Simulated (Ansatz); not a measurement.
**UPBE0/cc-pVDZ run of C2F5 (pentafluoroethyl)**

Aim: the electronic atomisation energy of C2F5 (pentafluoroethyl) at UPBE0/cc-pVDZ, from 3 runs. 

The results are computed with Ansatz 0.2.0.

33 further runs of the same task are left out: 33 set aside as unsound or not needed.

**1. Starting point**

C2F5 has 7 atoms, charge 0, and is taken as a doublet. SMILES: `F[C](F)C(F)(F)F`. The coordinates come from a PBE0-D4/def2-TZVP relaxation.

Bond lengths: F1–C2 1.312 Å, C2–F3 1.312 Å, C2–C4 1.514 Å, C4–F5 1.327 Å, C4–F6 1.327 Å, C4–F7 1.338 Å. Angles: F1–C2–F3 112.2°, F1–C2–C4 114.4°, F3–C2–C4 114.4°, C2–C4–F5 109.8°, C2–C4–F6 109.7°, C2–C4–F7 111.6°, F5–C4–F6 109.4°, F5–C4–F7 108.1°, F6–C4–F7 108.1°.

**2. A single-point energy at UPBE0/cc-pVDZ**

Contents of in.yaml:

```yaml
basis:
  gaussian:
    orbitals: cc-pVDZ
crystal:
  periodic: [false, false, false]
  atoms:
    - symbol: F
      position_ang: [1.561030, -0.846020, 0.512950]
    - symbol: C
      position_ang: [0.322010, -0.468420, 0.723150]
    - symbol: F
      position_ang: [-0.464130, -1.481230, 1.002660]
    - symbol: C
      position_ang: [-0.228340, 0.480800, -0.320510]
    - symbol: F
      position_ang: [0.577960, 1.527090, -0.444820]
    - symbol: F
      position_ang: [-1.434800, 0.896110, 0.043240]
    - symbol: F
      position_ang: [-0.333720, -0.108340, -1.516660]
magnetization:
  spin_polarized: true
  initial_magnetization: 1
hamiltonian:
  xc: pbe0
accuracy: high
output: {orbitals: {seedname: orbitals}}
```

The run is started by

```console
ansatz run in.yaml --threads 1 --pin off --max-ram 3480MiB --events-out events.jsonl --progress --plain --runs-dir runs
```

The program printed:

```text
Warning: RAYON_NUM_THREADS=1 ignored (pool sized by the plan → 1); use --threads N
Functional definition: PBE0
  name "PBE0"
  parameter a = 0.25
  parameter kappa = 0.804
  parameter beta = 0.06672455060314922
  exchange = (1 - a)*pbe_x(kappa = kappa, mu = beta*pi^2/3) + a*exact_x
  correlation = pbe_c(beta = beta)
2170 factors; integrals over basis functions are off by at most 2.4e-9 eV
mean field evaluation 1: about -15639.5533 eV, gradient 2.8e1 eV
mean field evaluation 2: about -15637.7362 eV, gradient 3.8e1 eV
mean field evaluation 4: about -15641.7777 eV, gradient 9.6e-1 eV
mean field evaluation 8: about -15642.0638 eV, gradient 1.0e-1 eV
mean field evaluation 16: about -15642.0639 eV, gradient 7.0e-5 eV
mean field -15642.06391282 eV, -574.8352462245 hartree, gradient 9.7e-8 eV, S^2 0.752554; 0 other end points of the search recorded, 0 dependent functions left out
reference -15642.06391398 eV, -574.8352462671 hartree; 29, 28 occupied and 69, 70 virtual orbitals, 2170 factors
Total energy: -15642.06391398 eV, -574.8352462671 hartree
```

Wall time 9.9 s (1 thread of Intel Xeon Platinum 8488C (Sapphire Rapids), shared host); peak memory 0.54 GiB.

**3. The C atom, same level**

Contents of input.yaml:

```yaml
crystal:
  periodic: [false, false, false]
  atoms:
    - {symbol: C, position_ang: [0.000000, 0.000000, 0.000000]}
basis:
  gaussian: {orbitals: cc-pVDZ}
total_charge: 0
magnetization: {spin_polarized: true, initial_magnetization: 2}
hamiltonian: {xc: pbe0}
accuracy: high
```

Run the same way, it converges to -37.79901 Eh (log not shown).

**4. The F atom, same level**

Contents of run.yaml:

```yaml
crystal:
  periodic: [false, false, false]
  atoms:
    - {symbol: F, position_ang: [0.000000, 0.000000, 0.000000]}
basis:
  gaussian:
    orbitals: cc-pVDZ
magnetization:
  spin_polarized: true
  initial_magnetization: 1
hamiltonian:
  xc: pbe0
accuracy: high
```

Run the same way, it converges to -99.63567 Eh (log not shown).

**5. Outcome**

Level: UPBE0/cc-pVDZ.

| quantity | value |
| --- | --- |
| molecule: total energy | -574.83525 Eh |
| molecule: HOMO energy (highest over α and β) | -7.43 eV |
| molecule: LUMO energy (lowest over α and β) | -2.25 eV |
| molecule: ⟨S²⟩ | 0.753 |
| C atom: total energy | -37.79901 Eh |
| C atom: ⟨S²⟩ | 2.003 |
| F atom: total energy | -99.63567 Eh |
| F atom: ⟨S²⟩ | 0.751 |
| electronic atomisation energy | 28.813 eV |

What this shows: Taking the molecule apart into free atoms costs 28.81 eV (2780 kJ/mol), before zero-point energy and without spin-orbit coupling.
